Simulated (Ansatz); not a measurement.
Working through an equation of state with a fit of Cu, space group P2/m

Program: the Ansatz DFT code, driven from Python.

Interactive session:
```pycon
>>> import ansatz as az
>>> from ase.eos import EquationOfState
>>> from ase.units import GPa
>>> import numpy as np
>>> vectors0 = np.array([
...     [11.570254, 0.0, 0.0],
...     [0.0, 2.238212, 0.0],
...     [-4.595624, 0.0, 21.743388],
... ])
>>> sites = [
...     ("Cu", (0.5, 0.5, 0.5)),
... ]
>>> def on_lattice(cell):
...     crystal = az.Crystal(lattice=az.Lattice.of(cell))
...     for symbol, position in sites:
...         crystal = crystal.atom(symbol, position)
...     return crystal
...
>>> # uniform scaling of the cell
>>> volumes, energies, pressures = [], [], []
>>> for scale in np.linspace(0.9, 1.1, 9):
...     cell = vectors0 * scale ** (1 / 3)
...     setup = (
...         on_lattice(cell).calculation()
...         .functional("r2scan")
...         .occupations("cold", width=0.1)  # smearing steadies the SCF of a metal
...         .basis(500)
...         .kpoints(3, 13, 2)  # the mesh must be finer for metals
...         .stress()  # GPa
...     )
...     r = setup.run().report
...     volumes.append(abs(np.linalg.det(cell)) / len(sites))
...     energies.append(r["free_energy_ev"] / len(sites))
...     pressures.append(np.trace(r["stress_gpa"]) / 3)
...     print(f"V = {volumes[-1]:8.4f} A^3/atom  F = {energies[-1]:.5f} eV/atom  P = {pressures[-1]:8.3f} GPa")
...
V = 506.7734 A^3/atom  F = -6628.86100 eV/atom  P =    0.163 GPa
V = 520.8505 A^3/atom  F = -6628.87328 eV/atom  P =    0.118 GPa
V = 534.9275 A^3/atom  F = -6628.88183 eV/atom  P =    0.078 GPa
V = 549.0046 A^3/atom  F = -6628.88713 eV/atom  P =    0.043 GPa
V = 563.0816 A^3/atom  F = -6628.88958 eV/atom  P =    0.013 GPa
V = 577.1586 A^3/atom  F = -6628.88952 eV/atom  P =   -0.014 GPa
V = 591.2357 A^3/atom  F = -6628.88719 eV/atom  P =   -0.039 GPa
V = 605.3127 A^3/atom  F = -6628.88283 eV/atom  P =   -0.060 GPa
V = 619.3897 A^3/atom  F = -6628.87678 eV/atom  P =   -0.077 GPa
>>> eos = EquationOfState(volumes, energies, eos="birchmurnaghan")
>>> v0, e0, bulk = eos.fit()
>>> print(f"V0 = {v0:.4f} A^3/atom, E0 = {e0:.5f} eV/atom, B = {bulk / GPa:.1f} GPa")
V0 = 569.5236 A^3/atom, E0 = -6628.88985 eV/atom, B = 1.1 GPa
```

A third-order Birch-Murnaghan fit through the 9 points has its minimum at 569.52 Å³ an atom, 1.1 % above the typed cell, with a bulk modulus of 1 GPa and dB/dP = 4.0. From that minimum the energy rises by 28.8 meV an atom on the compressed side and 13.1 meV on the expanded side.

Notes:
- Absolute energies stand on the zero of these potentials, so only differences at equal settings mean something.
- The cell holds an odd number of electrons and is run without spin, so a magnetic state may lie lower.
- Shape and fractional positions are held along the curve, so the bulk modulus is an upper value where they are free to relax, by a factor of two or more in layered or hydrogen-bonded cells.
- The cell holds layers, chains or clusters in vacuum, no bulk phase; its stress is averaged over the vacuum too and scales with the cell's height.
- Pressure is positive in compression.
- Points of the mesh across the vacuum add cost only.
- This isn't the structure that Cu takes at ambient conditions.
- The whole script took 8.2 min on 1 thread of Arm Neoverse V1, with other jobs on the host, peak memory 2 GiB.
